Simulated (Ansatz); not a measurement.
# CH₅Cl₂InS: small, medium and large basis sets

One table from this session's results is given with a row withheld; the runs are named, their logs left out.

Computed with Ansatz 0.2.0, Gaussian basis. Level: one geometry, several basis sets.

The runs, in order: PBE0-D4/def2-SVP; ωB97M-V/def2-SVP; PBE0-D4/def2-QZVPP; ωB97M-V/def2-QZVPP; the functionals' def2-TZVPP values are taken from earlier runs.

**The geometry**

The geometry comes from an earlier relaxation with PBE0-D4 in a triple-zeta def2 set; it is a stationary point, not always the lowest conformer. In takes the def2 core potential; no spin-orbit term is included.

SMILES `[CH3][In-]([SH2+])([Cl])[Cl]`, 10 atoms, charge 0, spin multiplicity 1.

Atoms are counted from 1 here; the program's logs count them from 0.

Bond lengths: C1–In2 2.130 Å, C1–H6 1.089 Å, C1–H7 1.089 Å, C1–H8 1.090 Å, In2–S3 2.802 Å, In2–Cl4 2.357 Å, In2–Cl5 2.357 Å, S3–H9 1.346 Å, S3–H10 1.346 Å. Angles: In2–C1–H6 109.5°, In2–C1–H7 109.5°, In2–C1–H8 109.1°, H6–C1–H7 110.1°, H6–C1–H8 109.4°, H7–C1–H8 109.3°, C1–In2–S3 107.4°, C1–In2–Cl4 122.8°, C1–In2–Cl5 122.8°, S3–In2–Cl4 90.9°, S3–In2–Cl5 90.8°, Cl4–In2–Cl5 110.2°, In2–S3–H9 87.6°, In2–S3–H10 87.6°, H9–S3–H10 92.9°.

Coordinates:

```xyz
10
CH5Cl2InS
C    -1.8586   -0.3147    0.5103
In   -0.1547    0.4412   -0.5205
S     2.1155   -0.6979    0.6631
Cl    0.5099   -0.3494   -2.6395
Cl    0.7005    2.6077   -0.1570
H    -1.8991   -1.3975    0.3990
H    -1.7927   -0.0493    1.5647
H    -2.7585    0.1267    0.0825
H     2.6552    0.5351    0.6798
H     2.5655   -0.9531   -0.5795
```

Set-up of the first run:

Input file in.yaml:

```yaml
crystal:
  periodic: [false, false, false]
  atoms:
    - {symbol: C, position_ang: [-1.858594, -0.314715, 0.510323]}
    - {symbol: In, position_ang: [-0.154720, 0.441184, -0.520540]}
    - {symbol: S, position_ang: [2.115520, -0.697853, 0.663112]}
    - {symbol: Cl, position_ang: [0.509883, -0.349400, -2.639468]}
    - {symbol: Cl, position_ang: [0.700496, 2.607695, -0.157007]}
    - {symbol: H, position_ang: [-1.899149, -1.397460, 0.399032]}
    - {symbol: H, position_ang: [-1.792665, -0.049283, 1.564665]}
    - {symbol: H, position_ang: [-2.758474, 0.126665, 0.082475]}
    - {symbol: H, position_ang: [2.655225, 0.535079, 0.679777]}
    - {symbol: H, position_ang: [2.565479, -0.953114, -0.579469]}
basis:
  gaussian: {orbitals: def2-SVP}
hamiltonian: {xc: pbe0, dispersion: d4}
output: {orbitals: {seedname: orbitals}}
```

Command:

```
> ansatz run in.yaml --threads 4 --pin off --events-out ev --progress --plain --max-ram 11315MiB
```

Among the steps run: PBE0-D4 in def2-SVP; ωB97M-V in def2-SVP; PBE0-D4 in def2-QZVPP; ωB97M-V in def2-QZVPP.

One table of the session follows, with a row left open; its other results are not shown here.

It belongs to the step «Density functionals: the series». 

| functional | basis | HOMO (eV) |
| --- | --- | --- |
| PBE0-D4 | def2-SVP | -7.97 |
| PBE0-D4 | def2-TZVPP | ? |
| PBE0-D4 | def2-QZVPP | -8.14 |
| ωB97M-V | def2-SVP | -10.10 |
| ωB97M-V | def2-TZVPP | -10.28 |
| ωB97M-V | def2-QZVPP | -10.31 |

Q: Estimate the row for PBE0-D4, def2-TZVPP from the others.

As computed: HOMO (eV): -8.11. In the column «HOMO (eV)» it lies between PBE0-D4, def2-QZVPP (-8.14) and PBE0-D4, def2-SVP (-7.97).
